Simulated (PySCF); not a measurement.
# Ta(NEt)F3: geometry, NMR shifts and electronic excitations

Aim: predict the NMR shifts and electronic excitations of Ta(NEt)F3 (`CC[N]=[Ta]([F])([F])[F]`).

Programs: PySCF 2.14.0, with density-fitted response routines of our own. Each step states its level of theory. These are calculated values for one molecule in the gas phase, unless marked as measured. Atoms count from 0, in the outputs and in this text.

## 1. Starting geometry

12 atoms, charge 0, multiplicity 1; geometry from: GFN2-xTB. The atoms were then displaced at random by about 0.03 Å, so the start is not that level's minimum.

Bonds of the start (Å): Ta0–N1 1.76, Ta0–F9 1.82, Ta0–F10 1.98, Ta0–F11 1.84, N1–C2 1.40, C2–C3 1.38, C2–H4 1.13, C2–H5 1.14, C3–H6 1.11, C3–H7 1.12, C3–H8 1.11.

## 2. Geometry optimisation at PBE0-D3(BJ)/def2-SVP

Job settings and geometry (Å):

```
{"job": {"xc": "PBE0", "basis": "def2-SVP", "d3": "d3bj", "grid": 1, "maxiter": 40, "shake": 0.03, "kind": "geom"}, "charge": 0, "multiplicity": 1}
Ta     0.515410    -0.042270    -2.072310
N      0.604250    -0.001230    -0.312470
C      0.462400    -0.016180     1.077000
C     -0.850670    -0.025490     1.515550
H      1.026520    -0.919390     1.460780
H      1.003030     0.894520     1.511940
H     -1.008140    -0.056400     2.609220
H     -1.401850     0.868640     1.121750
H     -1.434210    -0.898460     1.166780
F      2.199270     0.039760    -2.766510
F     -0.526280     1.556160    -2.607420
F     -0.474250    -1.482410    -2.653330
```

Started as:

```sh
> OMP_NUM_THREADS=1 python probes_run.py task.json out
```

The driver reads the jobs from task.json and runs them one after another.

**Question.** This job is followed by: GIAO PBE0/pcSseg-1 Ta:def2-TZVP NMR shielding, non-relativistic, gas phase; TDDFT PBE0/def2-SVPD, vertical, gas phase, core orbitals frozen in the response; GIAO wB97X-D/pcSseg-1 Ta:def2-TZVP NMR shielding, non-relativistic, gas phase. What will the session give for the following? point group; rotational constants (main isotopes); 13C shifts against TMS (PBE0/def2-TZVP+pcSseg-1); 1H shifts against TMS (PBE0/def2-TZVP+pcSseg-1, means over atoms taken as alike); 15N shifts against NH3 (PBE0/def2-TZVP+pcSseg-1); 19F shifts against CFCl3 (PBE0/def2-TZVP+pcSseg-1, means over atoms taken as alike); surface potential, 1st and 99th percentile; lowest singlet (PBE0/def2-SVPD); brightest single state of those computed; lowest triplet; vertical ionisation energy (ΔSCF); range of the shift of F9.

As calculated:

```
                                                                           quantity                        value
                                                                        point group                           Cs
                                               rotational constants (main isotopes)         2.48, 1.01, 0.99 GHz
                                   13C shifts against TMS (PBE0/def2-TZVP+pcSseg-1)               58.2, 19.8 ppm
   1H shifts against TMS (PBE0/def2-TZVP+pcSseg-1, means over atoms taken as alike)               3.37, 1.22 ppm
                                   15N shifts against NH3 (PBE0/def2-TZVP+pcSseg-1)                    362.8 ppm
19F shifts against CFCl3 (PBE0/def2-TZVP+pcSseg-1, means over atoms taken as alike)                     70.0 ppm
                                              surface potential, 1st and 99th percentile           -0.89 V and 3.27 V
                                                    lowest singlet (PBE0/def2-SVPD)  5.05 eV (246 nm), f = 0.000
                                           brightest single state of those computed  state 4, 5.52 eV, f = 0.031
                                                                     lowest triplet                      4.50 eV
                                                  vertical ionisation energy (ΔSCF)                      9.87 eV
                                                           range of the shift of F9             65.6 to 70.0 ppm
```

**Reading.** The start was shaken at random, so part of the energy gained undoes that. Relaxing lowered the energy by 0.698 eV in 13 steps; the close pair that moved most is C2–C3, from 1.384 to 1.522 Å. No frequency check was run at this level, so the end point may be a saddle. At PBE0/def2-TZVP+pcSseg-1: The widest tensor belongs to F9, F10, F11: span 469 ppm, with a paramagnetic part of -363 ppm. By nearest atom (PBE0/def2-TZVP+pcSseg-1), the HOMO sits on N1 54 %; Ta0 14 % and the LUMO on Ta0 60 %; F10, F11 about 12 % each. The first singlet state (HOMO→LUMO 0.62, HOMO−1→LUMO+1 0.32) lies at 5.05 eV and is dark; of the 10 states computed, the strongest absorption comes from state 4 at 5.52 eV. The lowest triplet lies 0.54 eV below the lowest singlet (triplets in Tamm-Dancoff, singlets in full TDDFT). Spin-orbit coupling, left out, mixes singlets and triplets in elements this heavy. The orbital energy would give 7.92 eV for ionisation, ΔSCF gives 9.87 eV. Across the 2 runs the shift of F9 (with its like atoms) moves most, between 65.6 (wB97X-D/def2-TZVP+pcSseg-1) and 70.0 ppm (PBE0/def2-TZVP+pcSseg-1). Spin-orbit coupling is left out, which matters for shieldings and couplings at and beside the heavy atoms.
